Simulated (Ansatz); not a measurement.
CH7AlOSi, SMILES O[CH]([AlH2])[SiH3], a rigid torsion scan

With the Ansatz DFT code, driven from Python.

Interactive session:
```pycon
>>> import warnings
>>> import ansatz as az
>>> from ase import Atoms
>>> warnings.simplefilter("ignore", az.DeckWarning)
>>> atoms = Atoms(["O", "C", "Al", "Si", "H", "H", "H", "H", "H", "H", "H"], positions=[
...     (-0.8492, 0.7002, 1.3175),
...     (-0.1177, 0.5782, 0.1565),
...     (1.5827, -0.3081, 0.6053),
...     (-0.9607, -0.4821, -1.0647),
...     (-0.5035, 1.4988, 1.7909),
...     (0.0883, 1.5798, -0.3245),
...     (2.6997, -0.6345, -0.5276),
...     (1.9666, -0.6879, 2.1274),
...     (-2.3011, 0.1726, -1.376),
...     (-0.2196, -0.6701, -2.2501),
...     (-1.3202, -1.8038, -0.4339),
... ])
>>> first = (
...     az.Crystal.molecule_from_ase(atoms).calculation()
...     .basis(gaussian="def2-SVP")
...     .functional("pbe", dispersion="d4")
...     .relax(force_tolerance=0.02, max_steps=80)
... )
>>> atoms.positions = first.run().report["positions_ang"]

>>> start = atoms.get_dihedral(0, 1, 2, 6)
>>> energies = {}
>>> for turn in range(0, 360, 30):
...     turned = atoms.copy()
...     turned.set_dihedral(0, 1, 2, 6, start + turn, indices=[2, 6, 7])
...     job = (
...         az.Crystal.molecule_from_ase(turned).calculation()
...         .basis(gaussian="def2-SVP")
...         .functional("pbe", dispersion="d4")
...     )
...     energies[round((start + turn) % 360)] = job.run().report["free_energy_ev"]
...
>>> floor = min(energies.values())
>>> print("dihedral O0-C1-Al2-H6 (deg)   E - E(min) (kJ/mol)")
dihedral O0-C1-Al2-H6 (deg)   E - E(min) (kJ/mol)
>>> for angle, e in sorted(energies.items()):
...     print(f"{angle:8d} {96.485332 * (e - floor):14.3f}  " + "#" * int(30 * (e - floor) / max(max(energies.values()) - floor, 1e-9)))
...
      26          4.949  ########
      56         13.423  #####################
      86         18.426  ##############################
     116         13.648  ######################
     146          4.204  ######
     176          0.000
     206          3.993  ######
     236         12.548  ####################
     266         18.136  #############################
     296         14.416  #######################
     326          5.619  #########
     356          1.225  #
```

The scan is rigid and the energies are electronic, in a modest basis. With rigid groups the curve can differ much from the relaxed path, the start wasn't checked as a minimum of this torsion, and equivalent turns needn't return to the same energy. Timing: 69 s on 1 thread of Arm Neoverse V2, on a shared host, peak memory 0.23 GiB.

(Lines on the test bed's own set-up are left out of the output.)
